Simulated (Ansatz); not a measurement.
# TiSbSe3: the cost of one run

Program: Ansatz 0.2.0. Level of theory: DFT PBE, scalar-relativistic, plane waves, PAW. These are calculated values, not measurements.

**1. The starting structure**

Symmetry: Pm-3m, No. 221, cubic system. Conventional cell: a = 4.890 Å, b = 4.890 Å, c = 4.890 Å, α = 90.00°, β = 90.00°, γ = 90.00°. Around Ti (site symmetry m-3m) lie 6 Se at 2.45 Å. Sb (site symmetry m-3m) is surrounded by 12 Se at 3.46 Å. Se (site symmetry 4/mmm) has 2 Ti at 2.45 Å and 4 Sb at 3.46 Å as nearest neighbours.

Coordinates:

```
Ti Sb Se
1.0
     4.89004    0.00000    0.00000
     0.00000    4.89004    0.00000
     0.00000    0.00000    4.89004
Ti Sb Se
1 1 3
Direct
  0.50000 0.50000 0.50000
  0.00000 0.00000 0.00000
  0.00000 0.50000 0.50000
  0.50000 0.50000 0.00000
  0.50000 0.00000 0.50000
```

The cell is invented: species swapped into a database cell of ErRh3C (Pm-3m, No. 221), with Sb on the Er sites, Se on the Rh sites and Ti on the C sites. The dimensions are guesses.

**2. Probe: one point on a coarse mesh**

input.yaml

```yaml
crystal:
  lattice:
    - [4.89004139, 0.0, 0.0]
    - [0.0, 4.89004139, 0.0]
    - [0.0, 0.0, 4.89004139]
  atoms:
    - { symbol: Ti, position: [0.5, 0.5, 0.5], spin: 1.0 }
    - { symbol: Sb, position: [0.0, 0.0, 0.0] }
    - { symbol: Se, position: [0.0, 0.5, 0.5] }
    - { symbol: Se, position: [0.5, 0.5, 0.0] }
    - { symbol: Se, position: [0.5, 0.0, 0.5] }
basis:
  ecutwfc: 420
kpoints:
  mp_grid: { grid: [4, 4, 4] }
hamiltonian:
  xc: pbe
scf:
  occupations: { method: gaussian, width: 0.1 }
  lower_state_search: "off"
output:
  forces: true
  stress: true
  eigenvalues: true
  populations: true
magnetization:
  spin_polarized: true
```

Launch:

```console
$ ansatz run input.yaml --threads 1 --pin off --max-ram 2560MiB --backend cpu --events-out ev --progress --plain --runs-dir out
```

Q: Estimate wall time and peak memory on 1 thread of Intel Xeon at 2.50GHz (Skylake/Cascade Lake), shared host.

About 26 s, with a peak of 0.48 GiB.
